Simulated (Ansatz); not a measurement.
**CH₇FO₃Si₂: one species, many methods**

Aim: compute CH₇FO₃Si₂ with functionals from several rungs and with coupled cluster, and see how far each lands from CCSD(T) at the basis-set limit for the atomisation energy.

Computed with Ansatz 0.2.0, Gaussian basis. Level: functionals in def2-TZVPP, the program's frozen cores in correlated methods.

Plan: PBE-D4, r2SCAN-D4, PBE0-D4, B3LYP-D4, ωB97X-V, ωB97M-V, B2PLYP; CCSD(T)/def2-TZVPP; MP2/def2-QZVPP; extrapolation to the limit.

### Step 1. The geometry

All runs share one geometry, relaxed beforehand with PBE0-D4 in a triple-zeta def2 set.

14 atoms, charge 0, spin multiplicity 1.

Atoms are counted from 1 here; the program's logs count them from 0.

Bond lengths: O1–Si2 1.640 Å, O1–H8 0.957 Å, Si2–O3 1.658 Å, Si2–C4 1.842 Å, Si2–H9 1.488 Å, O3–H10 0.957 Å, C4–Si5 1.865 Å, C4–H11 1.094 Å, C4–H12 1.097 Å, Si5–O6 1.627 Å, Si5–F7 1.599 Å, Si5–H13 1.478 Å, O6–H14 0.966 Å. Angles: Si2–O1–H8 119.4°, O1–Si2–O3 112.8°, O1–Si2–C4 107.4°, O1–Si2–H9 108.9°, O3–Si2–C4 104.5°, O3–Si2–H9 107.7°, C4–Si2–H9 115.6°, Si2–O3–H10 119.3°, Si2–C4–Si5 115.3°, Si2–C4–H11 109.7°, Si2–C4–H12 108.0°, Si5–C4–H11 109.2°, Si5–C4–H12 106.9°, H11–C4–H12 107.3°, C4–Si5–O6 111.2°, C4–Si5–F7 107.7°, C4–Si5–H13 113.0°, O6–Si5–F7 108.5° and more.

### Step 2. PBE-D4 (GGA)

Input file in.yaml:

```yaml
crystal:
  periodic: [false, false, false]
  atoms:
    - {symbol: O, position_ang: [-1.041045, 0.603174, -1.813680]}
    - {symbol: Si, position_ang: [0.222490, 0.974326, -0.836493]}
    - {symbol: O, position_ang: [-0.243602, 1.770872, 0.541418]}
    - {symbol: C, position_ang: [0.935945, -0.612538, -0.232038]}
    - {symbol: Si, position_ang: [-0.159065, -1.594812, 0.915174]}
    - {symbol: O, position_ang: [-0.961554, -0.620702, 1.942016]}
    - {symbol: F, position_ang: [0.778622, -2.569586, 1.767142]}
    - {symbol: H, position_ang: [-1.365383, 1.257716, -2.431901]}
    - {symbol: H, position_ang: [1.161288, 1.861053, -1.576563]}
    - {symbol: H, position_ang: [-0.449532, 2.704811, 0.496001]}
    - {symbol: H, position_ang: [1.216977, -1.239036, -1.084331]}
    - {symbol: H, position_ang: [1.854195, -0.382668, 0.321712]}
    - {symbol: H, position_ang: [-1.100970, -2.479141, 0.198376]}
    - {symbol: H, position_ang: [-0.848374, 0.326520, 1.793167]}
basis:
  gaussian: {orbitals: def2-TZVPP}
hamiltonian: {xc: pbe, dispersion: d4}
output: {forces: true, orbitals: {seedname: orbitals}}
```

Started as:

```console
$ ansatz run in.yaml --threads 2 --pin off --events-out ev --progress --plain --max-ram 22528MiB --backend cuda --devices 0, --max-vram 18GiB
```

After this run come: r2SCAN-D4 (meta-GGA); PBE0-D4 (hybrid); B3LYP-D4 (hybrid); ωB97X-V (range-separated); ωB97M-V (range-separated); B2PLYP (double hybrid); CCSD(T) in def2-TZVPP; MP2 in def2-QZVPP.

Q: Predict the results of all the runs planned. Wanted: atomisation energy, CCSD(T)/CBS; farthest; mean size of error, hybrid; mean size of error, range-separated; gap, smallest and largest; T1 diagnostic; triples share of the correlation energy.

As calculated:

| quantity | value |
| --- | --- |
| atomisation energy, CCSD(T)/CBS | 5597.4 kJ/mol |
| functionals within 28.0 kJ/mol (0.5 %) | PBE-D4, r2SCAN-D4, ωB97X-V, ωB97M-V |
| farthest | B2PLYP (-101.7 kJ/mol) |
| mean size of error, hybrid | 80.6 kJ/mol |
| mean size of error, range-separated | 18.0 kJ/mol |
| gap, smallest and largest | 6.25 eV (PBE-D4), 12.80 eV (ωB97X-V) |
| T1 diagnostic | 0.0118 |
| triples share of the correlation energy | 3.4 % |

PBE-D4 misses by +11.9 kJ/mol. Double hybrids carry the basis error of their MP2 part in triple zeta, and no dispersion term here, so their miss is partly the set-up's. The reference freezes the cores and leaves out relativity and excitations past (T), so misses under about 28.0 kJ/mol can't be ranked. Hartree-Fock recovers 72 % of the binding; the rest is correlation. Orbital gaps span 6.3 to 12.8 eV; exact exchange widens them.
